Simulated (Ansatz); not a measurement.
# r2SCAN/STO-3G run of H3PO (SMILES O=[PH3])

What is the electronic atomisation energy of H3PO at r2SCAN/STO-3G? 

Program for the calculation: Ansatz 0.2.0.

62 further runs of the same task are left out: 5 that didn't finish, 57 set aside as unsound or not needed.

## Step 1: The structure to begin with

H3PO has 5 atoms, charge 0, and is taken as a singlet. SMILES: `O=[PH3]`. The coordinates come from a GFN2-xTB relaxation.

Bond lengths: O1–P2 1.453 Å, P2–H3 1.388 Å, P2–H4 1.387 Å, P2–H5 1.387 Å. Angles: O1–P2–H3 115.2°, O1–P2–H4 115.3°, O1–P2–H5 115.2°, H3–P2–H4 103.2°, H3–P2–H5 103.0°, H4–P2–H5 103.2°.

## Step 2: A single-point energy at r2SCAN/STO-3G

Contents of job.yaml:

```yaml
crystal:
  periodic: [false, false, false]
  atoms:
    - {symbol: O, position_ang: [-1.381960, -0.328270, 0.532950]}
    - {symbol: P, position_ang: [-0.058510, -0.014650, 0.022530]}
    - {symbol: H, position_ang: [0.807060, 0.564860, 0.939400]}
    - {symbol: H, position_ang: [0.663660, -1.098320, -0.454890]}
    - {symbol: H, position_ang: [-0.030250, 0.876380, -1.039990]}
basis:
  gaussian: {orbitals: STO-3G}
hamiltonian: {xc: {name: r2SCAN}}
accuracy: high
```

The run is started by

```console
$ ansatz run job.yaml --threads 1 --pin off --max-ram 2610MiB --events-out events.jsonl --progress --plain --runs-dir runs
```

The program printed:

```text
Warning: RAYON_NUM_THREADS=1 ignored (pool sized by the plan → 1); use --threads N
Functional definition: r2SCAN
  name "r2SCAN"
  parameter k0 = 0.174
  parameter k1 = 0.065
  parameter a1 = 4.9479
  exchange = r2scan_x(k0 = k0, k1 = k1, a1 = a1)
  correlation = r2scan_c
290 factors; integrals over basis functions are off by at most 2.3e-8 eV
mean field evaluation 1: about -11240.3989 eV, gradient 3.8e1 eV
mean field evaluation 2: about -11177.9506 eV, gradient 1.6e2 eV
mean field evaluation 4: about -11245.7963 eV, gradient 4.6e0 eV
mean field evaluation 8: about -11245.8402 eV, gradient 1.0e-2 eV
mean field evaluation 16: about -11245.8402 eV, gradient 5.9e-9 eV
mean field -11245.84017322 eV, -413.2770036618 hartree, gradient 6.5e-9 eV, S^2 0.000000; 0 other end points of the search recorded, 0 dependent functions left out
reference -11245.84017355 eV, -413.2770036737 hartree; 13, 13 occupied and 4, 4 virtual orbitals, 290 factors
Total energy: -11245.84017355 eV, -413.2770036737 hartree
```

Wall time 2.2 s (1 thread of Arm Neoverse V1, shared host); peak memory 0.13 GiB.

## Step 3: The H atom

Contents of in.yaml:

```yaml
crystal:
  periodic: [false, false, false]
  atoms:
    - {symbol: H, position_ang: [0.000000, 0.000000, 0.000000]}
basis:
  gaussian:
    orbitals: STO-3G
magnetization:
  spin_polarized: true
  initial_magnetization: 1
hamiltonian:
  xc: r2scan
accuracy: high
```

Run the same way, it converges to -0.46646 Eh (log not shown).

## Step 4: The O atom, same level

Contents of run.yaml:

```yaml
basis:
  gaussian:
    orbitals: STO-3G
crystal:
  periodic: [false, false, false]
  atoms:
    - {symbol: O, position_ang: [0.000000, 0.000000, 0.000000]}
magnetization:
  spin_polarized: true
  initial_magnetization: 2
hamiltonian:
  xc: r2scan
accuracy: high
```

Run the same way, it converges to -74.01525 Eh (log not shown).

## Step 5: The P atom

Contents of input.yaml:

```yaml
crystal:
  periodic: [false, false, false]
  atoms:
    - symbol: P
      position_ang: [0.000000, 0.000000, 0.000000]
basis:
  gaussian:
    orbitals: STO-3G
magnetization:
  spin_polarized: true
  initial_magnetization: 3
hamiltonian:
  xc: {name: r2SCAN}
accuracy: high
```

The run is started by

```console
$ ansatz run input.yaml --threads 1 --pin off --max-ram 2610MiB --events-out events.jsonl --progress --plain --runs-dir runs
```

The program printed:

```text
Warning: RAYON_NUM_THREADS=1 ignored (pool sized by the plan → 1); use --threads N
Functional definition: r2SCAN
  name "r2SCAN"
  parameter k0 = 0.174
  parameter k1 = 0.065
  parameter a1 = 4.9479
  exchange = r2scan_x(k0 = k0, k1 = k1, a1 = a1)
  correlation = r2scan_c
42 factors; integrals over basis functions are off by at most 2.5e-9 eV
mean field evaluation 1: about -9179.6171 eV, gradient 1.4e-2 eV
mean field evaluation 2: about -9179.6180 eV, gradient 1.2e-2 eV
mean field evaluation 4: about -9179.6180 eV, gradient 8.0e-7 eV
mean field evaluation 8: about -9179.6180 eV, gradient 5.0e-9 eV
mean field -9179.61796438 eV, -337.3447380223 hartree, gradient 5.0e-9 eV, S^2 3.750000; 0 other end points of the search recorded, 0 dependent functions left out
reference -9179.61796478 eV, -337.3447380371 hartree; 9, 6 occupied and 0, 3 virtual orbitals, 42 factors
Total energy: -9179.61796478 eV, -337.3447380371 hartree
```

Run time: 1.3 s. Hardware: 1 thread of Arm Neoverse V1, shared host; peak memory 0.12 GiB.

## Step 6: Summary of results

Level: r2SCAN/STO-3G.

```
                     quantity          value
       molecule: total energy  -413.27700 Eh
         H atom: total energy    -0.46646 Eh
                 H atom: ⟨S²⟩          0.750
         O atom: total energy   -74.01525 Eh
                 O atom: ⟨S²⟩          2.000
         P atom: total energy  -337.34474 Eh
                 P atom: ⟨S²⟩          3.750
electronic atomisation energy      14.086 eV
```

**Reading.** Taking the molecule apart into free atoms costs 14.09 eV (325 kcal/mol), before zero-point energy and without spin-orbit coupling. In a minimal basis such a difference can be off by several eV, whatever the method.
